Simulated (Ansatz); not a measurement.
CsHgCl₃, space group Pm-3m, a scan of one input key

Program: Ansatz 0.2.0, Python API.

Run as a notebook:

In [1]:
```python
import ansatz as az
```

In [2]:
```python
params = {
    "xc": "pbesol",
    "mesh": (2, 2, 2),
}
```

In [3]:
```python
xtal = (
    az.Lattice.cubic(5.44)
    .space_group(221)
    .atom("Cs", (0.0, 0.0, 0.0))
    .atom("Hg", (0.5, 0.5, 0.5))
    .atom("Cl", (0.0, 0.5, 0.5))
)
```

In [4]:
```python
xtal.resolved().tree()["lattice"]
```
Out [4]:
```text
((5.44, 0.0, 0.0), (3.3310392936808007e-16, 5.44, 0.0),
 (3.3310392936808007e-16, 3.3310392936808007e-16, 5.44))
```

In [5]:
```python
base = xtal.calculation()
base = base.functional(params["xc"])
base = base.basis(16 * az.Ha, xc_grid=1)
base = base.accuracy("low").kpoints(*params["mesh"], center="monkhorst-pack")
base = base.occupations(az.OccupationsMethod.FIXED).initial_density(normalization="cell")
base = base.band_table()
typed = base.input()
rows = []
for value in [1, 2, 3]:
    edited = typed.set(az.key.basis.xc_grid, value)
    rep = az.Session.from_dict(edited).plan().execute().report
    rows.append((value, rep["free_energy_ev"], rep["n_iterations"], len(rep["eigenvalues_ev"][0]) if "eigenvalues_ev" in rep else 0))
for row in rows:
    print("; ".join(f"{name} = {round(v, 4) if isinstance(v, float) else v}" for name, v in zip(["xc grid", "F eV", "iterations", "bands listed"], row)))
```
```text
xc grid = 1; F eV = -22441.9031; iterations = 8; bands listed = 29
xc grid = 2; F eV = -22441.9031; iterations = 8; bands listed = 29
xc grid = 3; F eV = -22441.9031; iterations = 8; bands listed = 29
```

Notes:
- The settings weren't tested for convergence.
- Energy and stress may still move on a finer k-point mesh.
- Spin-orbit coupling, which matters for elements this heavy, is left out.
- The structure is a deposited one; some such entries were measured under pressure or heat, so a shift against it needn't be the functional's error alone.
- Timing: 2.7 s on 1 thread of Intel(R) Xeon(R) 6975P-C (Granite Rapids) (shared host), peak memory 0.46 GiB.

(Lines on the test bed's own set-up are left out of the output.)
